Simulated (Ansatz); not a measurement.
**CH4Br2Si: a ladder of functionals and wavefunction methods**

One table from this session's results is given with a row withheld; the runs are named, their logs left out.

The runs use Ansatz 0.2.0, Gaussian basis; functionals in def2-TZVPP, the program's frozen cores in correlated methods.

The runs, in order: PBE-D4, r2SCAN-D4, PBE0-D4, B3LYP-D4, ωB97X-V, ωB97M-V, B2PLYP; CCSD(T)/def2-TZVPP; MP2/def2-QZVPP; extrapolation to the limit.

### The relaxed structure

An earlier PBE0-D4 in a triple-zeta def2 set relaxation fixed the geometry.

SMILES `BrC[SiH2]Br`, 8 atoms, charge 0, spin multiplicity 1.

Atoms are counted from 1 here; the program's logs count them from 0.

Bond lengths: Br1–C2 1.947 Å, C2–Si3 1.869 Å, C2–H5 1.088 Å, C2–H6 1.088 Å, Si3–Br4 2.226 Å, Si3–H7 1.478 Å, Si3–H8 1.478 Å. Angles: Br1–C2–Si3 106.0°, Br1–C2–H5 107.3°, Br1–C2–H6 107.3°, Si3–C2–H5 113.1°, Si3–C2–H6 113.1°, H5–C2–H6 109.6°, C2–Si3–Br4 108.2°, C2–Si3–H7 110.2°, C2–Si3–H8 110.2°, Br4–Si3–H7 108.3°, Br4–Si3–H8 108.3°, H7–Si3–H8 111.6°.

As a file:

```xyz
8
charge 0, multiplicity 1
Br   -0.34898    2.21907    0.78973
C    -0.83602    0.42640    0.20590
Si    0.77001   -0.43377   -0.21106
Br    0.29758   -2.50131   -0.88870
H    -1.37378   -0.04676    1.02546
H    -1.49843    0.53318   -0.65116
H     1.62724   -0.52454    0.99002
H     1.45448    0.27074   -1.31599
```

The first run:

Contents of in.yaml:

```yaml
crystal:
  periodic: [false, false, false]
  atoms:
    - {symbol: Br, position_ang: [-0.348981, 2.219065, 0.789733]}
    - {symbol: C, position_ang: [-0.836018, 0.426403, 0.205900]}
    - {symbol: Si, position_ang: [0.770012, -0.433774, -0.211062]}
    - {symbol: Br, position_ang: [0.297585, -2.501309, -0.888698]}
    - {symbol: H, position_ang: [-1.373776, -0.046761, 1.025463]}
    - {symbol: H, position_ang: [-1.498435, 0.533177, -0.651164]}
    - {symbol: H, position_ang: [1.627236, -0.524536, 0.990020]}
    - {symbol: H, position_ang: [1.454477, 0.270736, -1.315991]}
basis:
  gaussian: {orbitals: def2-TZVPP}
hamiltonian: {xc: pbe, dispersion: d4}
output: {forces: true, orbitals: {seedname: orbitals}}
```

Command:

```bash
ansatz run in.yaml --threads 4 --pin off --events-out ev --progress --plain --max-ram 10444MiB
```

Steps of the session up to this table: PBE-D4 (GGA); r2SCAN-D4 (meta-GGA); PBE0-D4 (hybrid); B3LYP-D4 (hybrid); ωB97X-V (range-separated); ωB97M-V (range-separated); B2PLYP (double hybrid); CCSD(T) in def2-TZVPP; MP2 in def2-QZVPP.

One of the session's tables, all rows but one given; the rest of the session is left out.

| method | atomisation energy (kJ/mol) |
| --- | --- |
| PBE-D4 | 2517.8 |
| r2SCAN-D4 | 2508.3 |
| PBE0-D4 | 2496.4 |
| B3LYP-D4 | 2478.0 |
| ωB97X-V | 2504.1 |
| ωB97M-V | 2492.1 |
| B2PLYP | 2454.8 |
| HF/def2-TZVPP | ? |
| MP2/def2-TZVPP | 2471.0 |
| CCSD/def2-TZVPP | 2398.7 |
| CCSD(T)/def2-TZVPP | 2436.0 |
| MP2/CBS | 2548.8 |
| CCSD(T)/CBS | 2513.7 |

**Question.** Estimate the row for HF/def2-TZVPP.

The run gave: atomisation energy (kJ/mol): 1853.4. In the column «atomisation energy (kJ/mol)» it is the lowest.

Caveats from the session: Free atoms (2 Br, 1 C, 1 Si, 4 H) were run apart at each level; the atomisation energy is their sum less the molecule, without zero-point or spin-orbit terms.
